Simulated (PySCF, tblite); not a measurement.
# C₄H₃F₂O₂ radical: geometry, infrared bands and EPR parameters

Wanted: the infrared bands and EPR parameters of C₄H₃F₂O₂ radical (`O=C1[CH][C@@H](F)O[C@@H]1F`), by calculation.

The runs use tblite 0.8.0 and PySCF 2.14.0, with density-fitted response routines of our own; the level of theory stands in each step. All values are computed, except where a source is named. Atoms are numbered from 0 throughout.

### Step 1. The starting structure

11 atoms, charge 0, multiplicity 2; geometry from: force field or distance geometry start.

Bonds of the start (Å): O0–C1 1.21, C1–C2 1.47, C2–C3 1.45, C3–F4 1.37, C3–O5 1.43, O5–C6 1.43, C6–F7 1.35, C6–C1 1.50, C2–H8 1.07, C3–H9 1.08, C6–H10 1.10.

### Step 2. Optimising the geometry with GFN2-xTB

Job settings and geometry (Å):

```
{"job": {"kind": "relax", "xc": "GFN2-xTB", "basis": "xTB"}, "charge": 0, "multiplicity": 2}
O     -1.923400     1.316000     0.138400
C     -0.957000     0.607300     0.007700
C      0.411100     1.128600    -0.046600
C      1.253900    -0.053100    -0.074700
F      1.689600    -0.348900     1.192400
O      0.443200    -1.162600    -0.482500
C     -0.895700    -0.894500    -0.064300
F     -1.711500    -1.417600    -0.998800
H      0.675400     2.153300     0.118600
H      2.112000     0.034300    -0.726700
H     -1.092100    -1.360300     0.910500
```

On the command line:

```console
> OMP_NUM_THREADS=1 python probes_run.py task.json out
```

The driver reads the jobs from task.json and runs them one after another.

**Question.** This job is followed by: GFN2-xTB harmonic vibrations, gas phase; UKS B3LYP, pcH-1 on C F H O, non-relativistic, mean-field spin-orbit, GIAO. Predict these results of the whole session: strongest single infrared mode (GFN2-xTB); zero-point energy (GFN2-xTB); g(iso) (B3LYP); ⟨S²⟩; largest a(iso); potential on the surface of density 0.002 e/bohr³, 1st and 99th percentile.

As calculated:

| quantity | value |
| --- | --- |
| strongest single infrared mode (GFN2-xTB) | 978 cm⁻¹, 264 km/mol |
| zero-point energy (GFN2-xTB) | 40.4 kcal/mol |
| g(iso) (B3LYP) | 2.00541 |
| ⟨S²⟩ | 0.765 (exact 0.75) |
| largest a(iso) | 19F on F4, 107.1 MHz |
| potential on the surface of density 0.002 e/bohr³, 1st and 99th percentile | -1.18 V and 1.78 V |

What this shows: Over 55 steps the energy fell by 0.274 eV; of the close pairs, C1–C2 changed most, 1.465 to 1.418 Å. All 27 modes are real, so the xTB geometry is a minimum. The strongest single mode, at 978 cm⁻¹, has its largest shares on C6, C3 and F7 (the list is cut at 3 atoms). GFN2-xTB is a fitted tight-binding method: band positions and strengths are rough. Its intensities can rank the bands wrongly. C2 carries the largest spin population, 0.82 e. The isotropic g lies 3.1 ppt above the free-electron value. The conformer search found further structures of the same energy, which may be mirror or relabelled copies of this one.
